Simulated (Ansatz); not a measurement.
The system is NaLaMnMoO6.

```xyz
10
Lattice="-2.7229 2.7229 3.8989 2.7229 -2.7229 3.8989 2.7229 2.7229 -3.8989" Properties=species:S:1:pos:R:3 pbc="T T T"
Na    2.7229    0.0000    1.9494
La    0.0000    2.7229    1.9494
Mn    0.0000    0.0000    3.8989
Mo    0.0000    0.0000    0.0000
O     1.6123    1.1308    0.0001
O     1.5921   -1.1106    3.8988
O     1.1106    1.5921    3.8990
O     1.1308    3.8336   -0.0001
O     0.0000    0.0000    1.9646
O     0.0000    0.0000    5.8332
```

The cell was built by a generator and needn't be a form met in nature.

Base run:

* Program: Ansatz 0.2.0
* Functional: BLYP
* Potentials or basis: all-electron LAPW, scalar-relativistic
* Cutoff: 403 eV
* Density cutoff: 1613 eV
* Basis error allowed: 0.002 eV/atom
* k mesh: 5 × 5 × 5
* Occupations: fermi-dirac, width 0.05 eV
* Spin: collinear spin, ferromagnetic start
* Starting moments: [0.0, 0.0, 4.0, 1.0, 0.0, 0.0, 0.0, 0.0, 0.0, 0.0] μB

Its results: pressure 5.7 GPa; net moment 1.63 μB per cell; site moments Na +0.00; La -0.01; Mn +2.11; Mo -0.50; O +0.02, +0.01 μB; largest force 0.187 eV/Å.

**Question.** After a change of settings the same cell gave: pressure -6.1 GPa; net moment 2.18 μB per cell; site moments Na +0.00; La -0.01; Mn +2.50; Mo -0.40; O +0.02, +0.01 μB; largest force 0.164 eV/Å. Which change was it?
A. functional from BLYP to PBE; k mesh from 5 × 5 × 5 to 4 × 4 × 4
B. functional from BLYP to PBEsol
C. functional from BLYP to PBE; k mesh from 5 × 5 × 5 to 7 × 7 × 7
D. functional from BLYP to LDA

**Answer.** B.

PBEsol binds more tightly than BLYP, so the same cell stands under less pressure.

Caveats: the k mesh is thin for a metal, which can move the energy by tens of meV per atom; a cell with one magnetic atom can't hold antiferromagnetic order, which such compounds often take.

Not every run made on this cell is shown here.
